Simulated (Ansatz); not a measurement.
**doublet C2H2ClGa+: levels of theory compared**

We compute a comparison of 6 runs (UHF/cc-pVDZ, U-wB97X/cc-pVDZ, UB2PLYP/cc-pVDZ, UCAM-B3LYP/cc-pVDZ, UPBE/cc-pVDZ, UCCSD(T)/cc-pVDZ) of doublet C2H2ClGa+. 

The calculation is run with Ansatz 0.2.0.

56 further runs of the same task are left out: 56 set aside as unsound or not needed. Runs told in other sessions of the task aren't counted.

## 1. Starting point

The species is C2H2ClGa+ (6 atoms), meant as a doublet with charge +1. As SMILES of the parent species, `C#[C][GaH][Cl]`. Geometry: relaxed at PBE0-D4/def2-TZVP. That shape belongs to the parent species and isn't relaxed for this state.

Bond lengths: C1–C2 1.208 Å, C2–Ga3 1.900 Å, Ga3–Cl4 2.140 Å, C1–H5 1.067 Å, Ga3–H6 1.547 Å. Angles: C1–C2–Ga3 179.1°, C2–Ga3–Cl4 115.4°, C2–C1–H5 179.8°, C2–Ga3–H6 126.7°, Cl4–Ga3–H6 117.8°.

## 2. The energy at UHF/cc-pVDZ (run 1)

input.yaml

```yaml
crystal:
  periodic: [false, false, false]
  atoms:
    - symbol: C
      position_ang: [0.577800, 1.057900, -1.454500]
    - symbol: C
      position_ang: [0.247000, 0.412500, -0.488700]
    - symbol: Ga
      position_ang: [-0.252900, -0.587200, 1.048000]
    - symbol: Cl
      position_ang: [-1.745400, -2.085600, 0.724100]
    - symbol: H
      position_ang: [0.867100, 1.625700, -2.309900]
    - symbol: H
      position_ang: [0.306500, -0.423300, 2.481100]
basis:
  gaussian:
    orbitals: cc-pVDZ
total_charge: 1
magnetization:
  spin_polarized: true
  initial_magnetization: 1
hamiltonian:
  xc: hf
accuracy: high
output:
  orbitals: {seedname: orbitals}
```

Command:

```bash
ansatz run input.yaml --threads 1 --pin off --max-ram 2610MiB --events-out events.jsonl --progress --plain --runs-dir runs
```

What it wrote:

```text
Warning: RAYON_NUM_THREADS=1 ignored (pool sized by the plan → 1); use --threads N
Functional definition: HF
  name "HF"
  exchange = exact_x
  correlation = 0
1779 factors; integrals over basis functions are off by at most 4.4e-9 eV
mean field evaluation 1: about -66913.8321 eV, gradient 2.5e1 eV
mean field evaluation 2: about -66913.9868 eV, gradient 2.5e1 eV
mean field evaluation 4: about -66918.7714 eV, gradient 2.8e0 eV
mean field evaluation 8: about -66918.9204 eV, gradient 1.7e0 eV
mean field evaluation 16: about -66920.2514 eV, gradient 1.5e-2 eV
mean field evaluation 32: about -66920.1853 eV, gradient 2.1e-1 eV
mean field evaluation 64: about -66919.3044 eV, gradient 4.8e0 eV
mean field evaluation 96: about -66910.9251 eV, gradient 1.4e1 eV
mean field evaluation 128: about -66914.8786 eV, gradient 2.1e1 eV
mean field evaluation 160: about -66918.6954 eV, gradient 1.2e0 eV
mean field evaluation 192: about -66918.7987 eV, gradient 9.5e-1 eV
mean field evaluation 224: about -66918.8952 eV, gradient 3.1e-4 eV
mean field evaluation 256: about -66910.3297 eV, gradient 8.1e0 eV
mean field -66920.25144707 eV, -2459.2738805044 hartree, gradient 2.0e-8 eV, S^2 0.756213; 4 other end points of the search recorded, 0 dependent functions left out
reference -66920.25144707 eV, -2459.2738805044 hartree; 31, 30 occupied and 52, 53 virtual orbitals, 1779 factors
Total energy: -66920.25144707 eV, -2459.2738805044 hartree
```

Wall time 6.9 s (1 thread of AMD EPYC 9R45 (Zen 5), shared host); peak memory 0.47 GiB.

## 3. A single-point energy at U-wB97X/cc-pVDZ (run 2)

input.yaml: that of step 2 with these lines changed.

```diff
@@ -16,12 +16,7 @@
 basis:
-  gaussian:
-    orbitals: cc-pVDZ
+  gaussian: {orbitals: cc-pVDZ}
 total_charge: 1
-magnetization:
-  spin_polarized: true
-  initial_magnetization: 1
-hamiltonian:
-  xc: hf
+magnetization: {spin_polarized: true, initial_magnetization: 1}
+hamiltonian: {xc: {name: wB97X}}
 accuracy: high
-output:
-  orbitals: {seedname: orbitals}
+output: {orbitals: {seedname: orbitals}}
```

Command:

```bash
ansatz run input.yaml --threads 1 --pin off --max-ram 2610MiB --events-out events.jsonl --progress --plain --runs-dir runs
```

What it wrote, cut to the lines that bear on the results:

```text
Warning: RAYON_NUM_THREADS=1 ignored (pool sized by the plan → 1); use --threads N
Functional definition: wB97X
  name "wB97X"
[...]
      + exact_x_lr(omega)
[...]
      + integral(e_c_pw_opposite_spin*poly(b97_u_opposite, 1, cos1, cos2, cos3, cos4))
1779 factors; integrals over basis functions are off by at most 4.4e-9 eV
359 factors; integrals over basis functions are off by at most 1.8e-9 eV
[...]
mean field -66995.76842297 eV, -2462.0490781814 hartree, gradient 6.3e-8 eV, S^2 0.753264; 6 other end points of the search recorded, 0 dependent functions left out
reference -66995.76841984 eV, -2462.0490780661 hartree; 31, 30 occupied and 52, 53 virtual orbitals, 1779 factors
Total energy: -66995.76841984 eV, -2462.0490780661 hartree
```

Wall time 57 s (1 thread of AMD EPYC 9R45 (Zen 5), shared host); peak memory 0.89 GiB.

## 4. The energy at UB2PLYP/cc-pVDZ (run 3)

job.yaml

```yaml
crystal:
  periodic: [false, false, false]
  atoms:
    - {symbol: C, position_ang: [0.577800, 1.057900, -1.454500]}
    - {symbol: C, position_ang: [0.247000, 0.412500, -0.488700]}
    - {symbol: Ga, position_ang: [-0.252900, -0.587200, 1.048000]}
    - {symbol: Cl, position_ang: [-1.745400, -2.085600, 0.724100]}
    - {symbol: H, position_ang: [0.867100, 1.625700, -2.309900]}
    - {symbol: H, position_ang: [0.306500, -0.423300, 2.481100]}
basis:
  gaussian: {orbitals: cc-pVDZ}
total_charge: 1
magnetization: {spin_polarized: true, initial_magnetization: 1}
hamiltonian: {xc: {name: B2PLYP}}
correlation: {frozen_orbitals: {C: 1, Cl: 5, Ga: 9, H: 0}}
accuracy: high
output: {orbitals: {seedname: orbitals}}
```

Command:

```bash
ansatz run job.yaml --threads 1 --pin off --max-ram 2610MiB --events-out events.jsonl --progress --plain --runs-dir runs
```

What it wrote, cut to the lines that bear on the results:

```text
Warning: RAYON_NUM_THREADS=1 ignored (pool sized by the plan → 1); use --threads N
Functional definition: B2PLYP
  name "B2PLYP"
[...]
1779 factors; integrals over basis functions are off by at most 4.4e-9 eV
[...]
mean field -66974.16495671 eV, -2461.2551654395 hartree, gradient 4.5e-8 eV, S^2 0.753569; 6 other end points of the search recorded, 0 dependent functions left out
16 core orbitals not correlated: weight in the atoms' cores, before any rotation towards them, 1.000 or more for the frozen orbitals, at most 0.000 for the correlated occupied ones
reference -66974.16498248 eV, -2461.2551663867 hartree; 15, 14 occupied and 52, 53 virtual orbitals, 1779 factors
second order -14.03590078 eV of doubles, -0.00000000 eV of singles
Total energy: -66977.95467569 eV, -2461.3944350434 hartree
```

Wall time 14 s (1 thread of AMD EPYC 9R45 (Zen 5), shared host); peak memory 0.6 GiB.

Runs 4 to 5 aren't shown in full; the table further down has their settings and results.

## 5. A single-point energy at UCCSD(T)/cc-pVDZ (run 6)

run.yaml

```yaml
crystal:
  periodic: [false, false, false]
  atoms:
    - {symbol: C, position_ang: [0.577800, 1.057900, -1.454500]}
    - {symbol: C, position_ang: [0.247000, 0.412500, -0.488700]}
    - {symbol: Ga, position_ang: [-0.252900, -0.587200, 1.048000]}
    - {symbol: Cl, position_ang: [-1.745400, -2.085600, 0.724100]}
    - {symbol: H, position_ang: [0.867100, 1.625700, -2.309900]}
    - {symbol: H, position_ang: [0.306500, -0.423300, 2.481100]}
basis:
  gaussian: {orbitals: cc-pVDZ}
total_charge: 1
magnetization: {spin_polarized: true, initial_magnetization: 1}
correlation: {method: ccsd_t, frozen_orbitals: {C: 1, Cl: 5, Ga: 9, H: 0}}
accuracy: high
scf: {omitted_lower_state_checks: [cluster_reference, increment]}
```

Command:

```bash
ansatz run run.yaml --threads 1 --pin off --max-ram 2610MiB --events-out events.jsonl --progress --plain --runs-dir runs
```

What it wrote:

```text
Warning: RAYON_NUM_THREADS=1 ignored (pool sized by the plan → 1); use --threads N
[... 17 lines left out ...]
16 core orbitals not correlated: weight in the atoms' cores, before any rotation towards them, 1.000 or more for the frozen orbitals, at most 0.000 for the correlated occupied ones
[... 50 lines left out ...]
Total energy: -66932.88630321 eV, -2459.7382029032 hartree
Checks for a lower state left out: cluster_reference, increment
```

Wall time 35 s (1 thread of AMD EPYC 9R45 (Zen 5), shared host); peak memory 0.71 GiB.

## 6. Overview of the runs

```csv
run,level,frozen core orbitals,energy (Eh),HOMO energy (eV),LUMO energy (eV),⟨S²⟩,wall time
1,UHF/cc-pVDZ,–,-2459.273881,-16.40,-8.11,0.756,6.9 s
2,U-wB97X/cc-pVDZ,–,-2462.049078,-15.77,-10.87,0.753,57 s
3,UB2PLYP/cc-pVDZ,16,-2461.394435,-14.48,-11.33,0.754,14 s
4,UCAM-B3LYP/cc-pVDZ,–,-2462.113335,-14.81,-11.88,0.754,12 s
5,UPBE/cc-pVDZ,–,-2461.463377,-13.14,-13.11,0.753,8.1 s
6,UCCSD(T)/cc-pVDZ,16,-2459.738203,–,–,0.756,35 s
```

## 7. What came out

```
                                           quantity           value
                                run 6: total energy  -2459.73820 Eh
run 6: correlation energy (16 core orbitals frozen)      -464.3 mEh
                              run 6: (T) correction      -15.15 mEh
           run 6: ⟨S²⟩ of the reference determinant           0.756
                               run 6: T1 diagnostic           0.022
```

What this shows: Totals of different functionals can't be ranked against each other. All runs together took 2.2 min, the longest 57 s.
